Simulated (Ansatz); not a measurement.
# InGa2O: the cost of one run

Computed with Ansatz 0.2.0 (DFT PBE, scalar-relativistic, plane waves, PAW, unless a step's input says otherwise).

**1. The starting structure**

The structure is tetragonal, space group P4/mmm (No. 123). The conventional cell has a = 4.251 Å, b = 4.251 Å, c = 4.010 Å, α = 90.00°, β = 90.00°, γ = 90.00°. In (site symmetry 4/mmm) is surrounded by 8 Ga at 2.92 Å and 4 O at 3.01 Å. Ga (site symmetry mmm) is surrounded by 4 In at 2.92 Å and 4 O at 2.92 Å and 4 Ga at 3.01 Å. O (site symmetry 4/mmm) is surrounded by 8 Ga at 2.92 Å and 4 In at 3.01 Å.

Structure file:

```cif
data_structure
_symmetry_space_group_name_H-M 'P4/mmm'
_symmetry_Int_Tables_number 123
_cell_length_a 4.2507
_cell_length_b 4.2507
_cell_length_c 4.0102
_cell_angle_alpha 90.000
_cell_angle_beta 90.000
_cell_angle_gamma 90.000
_cell_volume 72.46
loop_
_atom_site_label
_atom_site_type_symbol
_atom_site_symmetry_multiplicity
_atom_site_Wyckoff_symbol
_atom_site_fract_x
_atom_site_fract_y
_atom_site_fract_z
_atom_site_occupancy
In1 In 1 c 0.50000 0.50000 0.00000 1
Ga1 Ga 2 e 0.50000 0.00000 0.50000 1
O1 O 1 a 0.00000 0.00000 0.00000 1
```

Recipe of the guess: species swapped into a database cell of FeNiPt2 (P4/mmm, No. 123), with O on the Fe sites, In on the Ni sites and Ga on the Pt sites. Its size is a rough estimate.

**2. Probe: one point on a coarse mesh**

Contents of input.yaml:

```yaml
crystal:
  lattice:
    - [4.25074591, 0.0, 0.0]
    - [0.0, 4.25074591, 0.0]
    - [0.0, 0.0, 4.01023261]
  atoms:
    - { symbol: In, position: [0.5, 0.5, 0.0] }
    - { symbol: Ga, position: [0.5, 0.0, 0.5] }
    - { symbol: Ga, position: [0.0, 0.5, 0.5] }
    - { symbol: O, position: [0.0, 0.0, 0.0] }
basis:
  ecutwfc: 420
kpoints:
  mp_grid: { grid: [4, 4, 4] }
hamiltonian:
  xc: pbe
scf:
  occupations: { method: gaussian, width: 0.1 }
  lower_state_search: "off"
output:
  forces: true
  stress: true
  eigenvalues: true
```

Started as:

```sh
ansatz run input.yaml --threads 1 --pin off --max-ram 2560MiB --backend cpu --events-out ev --progress --plain --runs-dir out
```

Q: Estimate wall time and peak memory on 1 thread of Intel Xeon at 2.70GHz, shared host.

About 3.1 s, with a peak of 0.38 GiB.
